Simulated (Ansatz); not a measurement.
# C3H6SSi: the cost of one run

Program: the Python package of Ansatz 0.2.0. Level of theory: r2SCAN0/def2-SVP. These are calculated values, not measurements.

## (1) The structure

Bond lengths: C1–C2 1.274 Å, C2–C3 1.482 Å, C3–Si4 1.958 Å, C3–S5 1.683 Å, C1–H6 1.141 Å, C1–H7 1.099 Å, C2–H8 1.068 Å, Si4–H9 1.543 Å, Si4–H10 1.421 Å, Si4–H11 1.484 Å. Angles (14 of 15 angles, heavy atoms first): C1–C2–C3 123.3°, C2–C3–Si4 116.9°, C2–C3–S5 130.3°, Si4–C3–S5 112.6°, C1–C2–H8 119.7°, C3–C2–H8 117.0°, C2–C1–H6 125.7°, C2–C1–H7 123.3°, C3–Si4–H9 106.1°, C3–Si4–H10 114.4°, C3–Si4–H11 109.0°, H6–C1–H7 111.0°, H9–Si4–H10 107.3°, H9–Si4–H11 105.5°.

No structure file is read: the coordinates are typed or built in the script.

## (2) The code

Contents of run_bde.py:

```python
"""Cost of removing each kind of hydrogen from C3H6SSi, fragments frozen."""

from dataclasses import dataclass

import ansatz as az


@dataclass
class RunConfig:
    basis: str = "def2-SVP"
    xc: str = "R2SCAN0"


cfg = RunConfig()


def single_point(molecule, charge=0, unpaired=0):
    calc = (
        molecule.calculation()
        .basis(gaussian=cfg.basis)
        .functional(cfg.xc)
        .accuracy("medium")
        .scf(lower_state_search="off")
    )
    if charge:
        calc = calc.charge(charge)
    if unpaired:
        calc = calc.spin("collinear", total=unpaired)
    report = calc.run(threads=1).report
    if report["published_state_doubts"]:
        print("  doubts:", report["published_state_doubts"])
    return report["free_energy_ev"]

def without(molecule, index):
    rest = az.Crystal.molecule()
    for i, site in enumerate(molecule.cartesian_sites):
        if i != index:
            rest = rest.atom(site.symbol, site.position_ang)
    return rest


def main() -> None:
    geometry_ang = [
        ("C", [-1.6047, 1.3561, 0.5864]),
        ("C", [-0.7938, 0.3749, 0.5299]),
        ("C", [0.2297, 0.2258, -0.5317]),
        ("Si", [1.4479, -1.2999, -0.3804]),
        ("S", [0.6023, 1.2256, -1.8339]),
        ("H", [-1.6552, 2.2212, -0.1559]),
        ("H", [-2.3711, 1.4607, 1.3669]),
        ("H", [-0.8135, -0.3729, 1.2921]),
        ("H", [0.9775, -2.1011, 0.8513]),
        ("H", [2.8067, -0.9471, -0.1621]),
        ("H", [1.2397, -2.2003, -1.5419]),
    ]
    molecule = az.Crystal.molecule()
    for symbol, xyz in geometry_ang:
        molecule = molecule.atom(symbol, xyz)

    whole = single_point(molecule, 0)
    hydrogen = single_point(az.Crystal.molecule().atom("H", (0, 0, 0)), 0, 1)
    print(f"E(molecule) = {whole:.5f} eV, E(H) = {hydrogen:.5f} eV")
    for index in [6, 7, 10]:
        radical = single_point(without(molecule, index), 0, 1)
        print(f"H{index}: homolysis {(radical + hydrogen - whole):.3f} eV")
        anion = single_point(without(molecule, index), -1)
        print(f"H{index}: loss of a proton {(anion - whole):.3f} eV")


if __name__ == "__main__":
    main()
```

## (3) The input behind the calls

The engine receives this input (first run):

```yaml
crystal:
  periodic: [false, false, false]
  atoms:
    - { symbol: C, position_ang: [-1.6047, 1.3561, 0.5864] }
    - { symbol: C, position_ang: [-0.7938, 0.3749, 0.5299] }
    - { symbol: C, position_ang: [0.2297, 0.2258, -0.5317] }
    - { symbol: Si, position_ang: [1.4479, -1.2999, -0.3804] }
    - { symbol: S, position_ang: [0.6023, 1.2256, -1.8339] }
    - { symbol: H, position_ang: [-1.6552, 2.2212, -0.1559] }
    - { symbol: H, position_ang: [-2.3711, 1.4607, 1.3669] }
    - { symbol: H, position_ang: [-0.8135, -0.3729, 1.2921] }
    - { symbol: H, position_ang: [0.9775, -2.1011, 0.8513] }
    - { symbol: H, position_ang: [2.8067, -0.9471, -0.1621] }
    - { symbol: H, position_ang: [1.2397, -2.2003, -1.5419] }
accuracy: medium
basis:
  gaussian:
    orbitals: def2-SVP
hamiltonian:
  xc: r2scan0
scf:
  lower_state_search: "off"
```

## (4) Running it

On the command line:

```console
$ python run_bde.py
```

Q: Estimate wall time and peak memory on 1 thread of Arm Neoverse V2, shared host.

About 67 s, with a peak of 0.28 GiB.
